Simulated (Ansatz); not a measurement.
# MgCd3S4: the cost of one run

Method: DFT PBE, scalar-relativistic, plane waves, PAW, in Ansatz 0.2.0.

1 further run of the same task is left out (it didn't finish).

**1. The structure to begin with**

Symmetry: P4/mmm, No. 123, tetragonal system. The conventional cell has a = 4.018 Å, b = 4.018 Å, c = 11.364 Å, α = 90.00°, β = 90.00°, γ = 90.00°. Mg (site symmetry 4/mmm) has 6 S at 2.84 Å as nearest neighbours. Cd (site symmetry 4mm) is surrounded by 6 S at 2.84 Å. Cd (site symmetry 4/mmm) is surrounded by 6 S at 2.84 Å. S (site symmetry 4mm) is surrounded by 5 Cd at 2.84 Å and 1 Mg at 2.84 Å. Around S (site symmetry 4/mmm) lie 6 Cd at 2.84 Å. Around S (site symmetry 4/mmm) lie 4 Mg at 2.84 Å and 2 Cd at 2.84 Å.

Structure file:

```
CELL_PARAMETERS angstrom
4.01766 0.00000 0.00000
0.00000 4.01766 0.00000
0.00000 0.00000 11.36366
ATOMIC_POSITIONS crystal
Mg 0.00000 0.00000 0.00000
Cd 0.50000 0.50000 0.25000
Cd 0.00000 0.00000 0.50000
Cd 0.50000 0.50000 0.75000
S 0.00000 0.00000 0.25000
S 0.50000 0.50000 0.50000
S 0.00000 0.00000 0.75000
S 0.50000 0.50000 0.00000
```

The start is an ordering of an alloy on its end members' structure types: elements ordered on the sites of the MgS type, Cd/Mg on Mg (P4/mmm, No. 123).

**2. Probe: one point on a coarse mesh**

File input.yaml:

```yaml
crystal:
  lattice:
    - [4.01766052, 0.0, 0.0]
    - [0.0, 4.01766052, 0.0]
    - [0.0, 0.0, 11.36366001]
  atoms:
    - { symbol: Mg, position: [0.0, 0.0, 0.0] }
    - { symbol: Cd, position: [0.5, 0.5, 0.25] }
    - { symbol: Cd, position: [0.0, 0.0, 0.5] }
    - { symbol: Cd, position: [0.5, 0.5, 0.75] }
    - { symbol: S, position: [0.0, 0.0, 0.25] }
    - { symbol: S, position: [0.5, 0.5, 0.5] }
    - { symbol: S, position: [0.0, 0.0, 0.75] }
    - { symbol: S, position: [0.5, 0.5, 0.0] }
basis:
  ecutwfc: 420
kpoints:
  mp_grid: { grid: [4, 4, 2] }
hamiltonian:
  xc: pbe
scf:
  occupations: { method: gaussian, width: 0.1 }
  lower_state_search: "off"
output:
  forces: true
  stress: true
  eigenvalues: true
```

Command:

```
$ ansatz run input.yaml --threads 1 --pin off --max-ram 2560MiB --backend cpu --events-out ev --progress --plain --runs-dir out
```

Q: Estimate wall time and peak memory on 1 thread of AMD EPYC (Zen 3), shared host.

About 11 s, with a peak of 0.46 GiB.
